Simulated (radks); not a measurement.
# Excited configurations of Dy⁺

The task here is to estimate one member of a computed series from the others.

The numbers are computed with radks (a radial shooting solver on a logarithmic mesh, Libxc functionals) version 1 (scalar-relativistic Kohn-Sham, r2SCAN, spin-polarised, spherical densities, finite nucleus; open shells are filled with parallel spins first), except any that are marked as measured or tabulated.

## Starting point

* element: dysprosium (Z = 66)
* charge: +1
* electrons: 65
* configuration: [Xe] 4f10 6s1
* nuclear rms radius: 5.2218 fm

The outer shells:

Dy⁺
```
[Xe] core
4f [↑↓][↑↓][↑↓][↑ ][↑ ][↑ ][↑ ]
6s [↑ ]
```

The first run:

Input:

```text
Z 66
configuration [Xe] 4f10 6s1
relativity scalar-relativistic
functional r2scan,r2scan
spin polarised
nucleus finite rms 5.2218 fm
c 137.035999084
```

Steps of the session up to this table: Ground configuration: [Xe] 4f10 6s1.

One of the session's tables, all rows but one given; the rest of the session is left out.

It belongs to the step «Ground configuration: [Xe] 4f10 6s1». Radial moments (bohr):

| level | <r> | outermost maximum (interpolated) | 90 % within | nodes |
| --- | --- | --- | --- | --- |
| 5s up | 1.297 | 1.16 | 1.87 | 4 |
| 5s down | 1.317 | 1.17 | 1.91 | 4 |
| 5p up | 1.530 | 1.32 | 2.25 | 3 |
| 5p down | 1.551 | 1.33 | 2.28 | 3 |
| 4f up | 0.8536 | 0.539 | 1.49 | 0 |
| 6s up | 3.711 | 3.29 | 5.36 | 5 |
| 6s down | 3.958 | 3.39 | 5.85 | 5 |
| 4f down | ? | ? | ? | ? |

**Question.** Estimate the row for 4f down.

The run gave: <r>: 0.9085; outermost maximum (interpolated): 0.541; 90 % within: 1.62; nodes: 0. In the column «<r>» it lies between 4f up (0.8536) and 5s up (1.297).

Caveats from the session: Open shells are spherical and high-spin; term and fine-structure splittings are not resolved.
